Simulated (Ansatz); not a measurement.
## AlCu3, space group Fm-3m: the spin response to a magnetic field, step by step

With Ansatz 0.2.0, Python API.

Interactive session:
```pycon
>>> import ansatz as az
>>> import numpy as np
>>> FUNCTIONAL = "pbesol"
>>> CUTOFF = 450
>>> KGRID = (7, 7, 7)
>>> FILLING = "Fermi-Dirac"
>>> WIDTH_EV = 0.1
>>> lattice = az.Lattice.of(
...     [0.0, 2.88801099, 2.88801099],
...     [2.88801099, 0.0, 2.88801099],
...     [2.88801099, 2.88801099, 0.0],
... )
>>> sites = [
...     ("Al", [0.0, 0.0, 0.0]),
...     ("Cu", [0.5, 0.5, 0.5]),
...     ("Cu", [0.25, 0.25, 0.25]),
...     ("Cu", [0.75, 0.75, 0.75]),
... ]
>>> alcu3 = az.Crystal(lattice=lattice)
>>> for symbol, position in sites:
...     alcu3 = alcu3.atom(symbol, position)
...
>>> setup = (
...     alcu3.calculation()
...     .functional(FUNCTIONAL)
...     .basis(CUTOFF)  # plane waves up to this kinetic energy
...     .kpoints(*KGRID)
...     .occupations(FILLING, width=WIDTH_EV)  # smearing steadies the SCF of a metal
...     .spin("collinear")  # spin-polarised run
... )
>>> # the field acts on the spins alone; such large fields lift the response over the noise
>>> rows = []
>>> for tesla in [-200, 0, 200]:
...     report = (setup.magnetic_field(tesla) if tesla else setup).run().report
...     rows.append((tesla, report["magnetization_mub"], report["free_energy_ev"], report["components"].get("e_zeeman", 0.0)))
...
RunWarning: this spin-polarised run has no starting moment large enough to seed its density, so its SCF can try parallel moments of its own, which can die out, and starts no order whose moments cancel. Behind that start scf.lower_state_search: light tries no other order and makes no probe for moments, and off searches [...]
>>> print("         B (T)      moment muB            F eV  Zeeman term eV")
         B (T)      moment muB            F eV  Zeeman term eV
>>> for row in rows:
...     print(f"{str(row[0]):>14s}  {row[1]:14.4f}  {row[2]:14.5f}  {row[3]:14.5f}")
...
          -200         -0.0071    -20291.61793        -0.00008
             0          0.0000    -20291.61789         0.00000
           200          0.0071    -20291.61793        -0.00008
>>> slope = np.polyfit([row[0] for row in rows], [row[1] for row in rows], 1)[0]
>>> print(f"dM/dB = {1000 * slope:.4f} muB per 1000 T per cell")
dM/dB = 0.0356 muB per 1000 T per cell
```

What to keep in mind:
- Absolute energies stand on the zero of these potentials, so only differences at equal settings mean something. A total without «per atom» is that of the cell as typed.
- For a metal this k-point mesh is coarse: on a finer one energies can move by several to tens of meV an atom and pressures by half a GPa or more, differences at one mesh by less.
- This cell is a computed structure, which may not be the phase found in nature.
- Warnings are shown shortened and without file and line.
- Orbital magnetism is left out. The response of a metal hangs strongly on mesh and smearing, and a straight-line fit holds only where the moment is linear in the field.
- Timing: 16 s on 1 thread of Arm Neoverse V2 (shared host), peak memory 0.41 GiB.

(Lines on the test bed's own set-up are left out of the output.)
